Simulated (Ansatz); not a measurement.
# KBaLiZnF6: the cost of one run

Method: DFT PBEsol, scalar-relativistic, plane waves, PAW, in Ansatz 0.2.0.

## 1. Starting point

The structure is cubic, space group F-43m (No. 216). Conventional cell: a = 8.212 Å, b = 8.212 Å, c = 8.212 Å, α = 90.00°, β = 90.00°, γ = 90.00°. K (site symmetry -43m) has 12 F at 2.90 Å as nearest neighbours. Ba (site symmetry -43m) is surrounded by 12 F at 2.90 Å. Li (site symmetry -43m) is surrounded by 6 F at 2.06 Å. Around Zn (site symmetry -43m) lie 6 F at 2.05 Å. F (site symmetry 2mm) is surrounded by 1 Zn at 2.05 Å and 1 Li at 2.06 Å and 2 K at 2.90 Å and 2 Ba at 2.90 Å.

Structure file:

```cif
data_structure
_symmetry_space_group_name_H-M 'F-43m'
_symmetry_Int_Tables_number 216
_cell_length_a 8.2122
_cell_length_b 8.2122
_cell_length_c 8.2122
_cell_angle_alpha 90.000
_cell_angle_beta 90.000
_cell_angle_gamma 90.000
_cell_volume 553.83
loop_
_atom_site_label
_atom_site_type_symbol
_atom_site_symmetry_multiplicity
_atom_site_Wyckoff_symbol
_atom_site_fract_x
_atom_site_fract_y
_atom_site_fract_z
_atom_site_occupancy
K1 K 4 a 0.00000 0.00000 0.00000 1
Ba1 Ba 4 b 0.50000 0.00000 0.00000 1
Li1 Li 4 c 0.25000 0.25000 0.25000 1
Zn1 Zn 4 d 0.25000 0.25000 0.75000 1
F1 F 24 g 0.00028 0.25000 0.75000 1
```

Source of the structure: the Materials Project (structure only).

(A quick probe on a coarse mesh, which set the mesh and smearing, is not shown.)

## 3. Relaxing cell and atoms

File input.yaml:

```yaml
crystal:
  lattice:
    - [0.0, 4.106086, 4.106086]
    - [4.106086, 0.0, 4.106086]
    - [4.106086, 4.106086, 0.0]
  atoms:
    - { symbol: K, position: [0.0, 0.0, 0.0] }
    - { symbol: Ba, position: [0.5, 0.5, 0.5] }
    - { symbol: Li, position: [0.75, 0.75, 0.75] }
    - { symbol: Zn, position: [0.25, 0.25, 0.25] }
    - { symbol: F, position: [0.499715, 0.000285, 0.000285] }
    - { symbol: F, position: [0.000285, 0.499715, 0.000285] }
    - { symbol: F, position: [0.000285, 0.000285, 0.499715] }
    - { symbol: F, position: [0.499715, 0.000285, 0.499715] }
    - { symbol: F, position: [0.499715, 0.499715, 0.000285] }
    - { symbol: F, position: [0.000285, 0.499715, 0.499715] }
basis:
  ecutwfc: 420
kpoints:
  mp_grid: { grid: [6, 6, 6] }
hamiltonian:
  xc: pbesol
scf:
  occupations: { method: gaussian, width: 0.02 }
output:
  forces: true
  stress: true
  eigenvalues: true
relax:
  adjacent_minimum: "off"
  f_tol: 0.005
  max_steps: 80
  cell: { stress_tol: 0.05 }
```

Launch:

```console
> ansatz run input.yaml --threads 2 --pin off --max-ram 5120MiB --backend cpu --events-out ev --progress --plain --runs-dir out
```

What time and memory should one allow on 2 threads of Arm Neoverse V2, shared host?

About 35 s, with a peak of 0.47 GiB.
